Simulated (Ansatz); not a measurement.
# H6MgNO6: the cost of one run

Computed with Ansatz 0.2.0 (the levels named in each step, unless a step's input says otherwise).

## 1. Starting point

Bond lengths (14 of 15 bonds, heavy atoms first): O4–N5 1.173 Å, N5–O6 1.244 Å, N5–O7 1.246 Å, O1–Mg8 1.929 Å, O2–Mg8 1.913 Å, O3–Mg8 1.911 Å, N5–Mg8 2.188 Å, O6–Mg8 1.871 Å, O7–Mg8 1.839 Å, O1–H9 0.963 Å, O1–H10 0.965 Å, O2–H11 0.965 Å, O2–H12 0.964 Å, O3–H13 0.965 Å. Angles (14 of 32 angles, heavy atoms first): O4–N5–O6 122.1°, O4–N5–O7 122.1°, O4–N5–Mg8 178.3°, O6–N5–O7 115.7°, O6–N5–Mg8 58.6°, O7–N5–Mg8 57.1°, N5–O6–Mg8 86.8°, N5–O7–Mg8 88.2°, O1–Mg8–O2 97.4°, O1–Mg8–O3 97.2°, O1–Mg8–N5 126.5°, O1–Mg8–O6 161.0°, O1–Mg8–O7 91.8°, O2–Mg8–O3 117.2°.

As a file:

```xyz
14

O     1.8292    1.3905   -0.5483
O    -0.9981    1.6070   -1.0927
O     0.2890    1.1622    1.8744
O    -0.7088   -2.6249   -0.2006
N    -0.4027   -1.4975   -0.0912
O    -1.1521   -0.6567    0.4371
O     0.6921   -1.0656   -0.4988
Mg    0.1689    0.6099    0.0489
H     2.3180    2.2165   -0.6217
H     2.3830    0.6878   -0.9093
H    -1.9343    1.3888   -1.0044
H    -0.9149    2.2780   -1.7795
H    -0.4215    0.8152    2.4280
H     0.8663    1.6948    2.4330
```

## 2. A rough first relaxation, PBE-D4/def2-SVP

Input file input.yaml:

```yaml
crystal:
  periodic: [false, false, false]
  atoms:
    - { symbol: O, position_ang: [1.82916, 1.39053, -0.54831] }
    - { symbol: O, position_ang: [-0.99808, 1.607, -1.09269] }
    - { symbol: O, position_ang: [0.28902, 1.16216, 1.87443] }
    - { symbol: O, position_ang: [-0.70884, -2.62493, -0.20057] }
    - { symbol: "N", position_ang: [-0.40275, -1.49755, -0.09116] }
    - { symbol: O, position_ang: [-1.15205, -0.65666, 0.4371] }
    - { symbol: O, position_ang: [0.69213, -1.06565, -0.4988] }
    - { symbol: Mg, position_ang: [0.16889, 0.60989, 0.04887] }
    - { symbol: H, position_ang: [2.31799, 2.2165, -0.62166] }
    - { symbol: H, position_ang: [2.38295, 0.68776, -0.90928] }
    - { symbol: H, position_ang: [-1.93428, 1.3888, -1.00436] }
    - { symbol: H, position_ang: [-0.91491, 2.27801, -1.77955] }
    - { symbol: H, position_ang: [-0.42148, 0.81518, 2.42801] }
    - { symbol: H, position_ang: [0.86632, 1.69478, 2.43296] }
total_charge: 1
basis:
  gaussian: { orbitals: def2-SVP }
hamiltonian:
  xc: pbe
  dispersion: d4
relax:
  f_tol: 0.03
  max_steps: 200
```

The run is started by

```sh
$ ansatz run input.yaml --threads 4 --pin off --max-ram 10240MiB --backend cpu --events-out ev --progress --plain --runs-dir out
```

What time and memory should one allow on 4 threads of Arm Neoverse N1, shared host?

About 23 s, with a peak of 0.21 GiB.
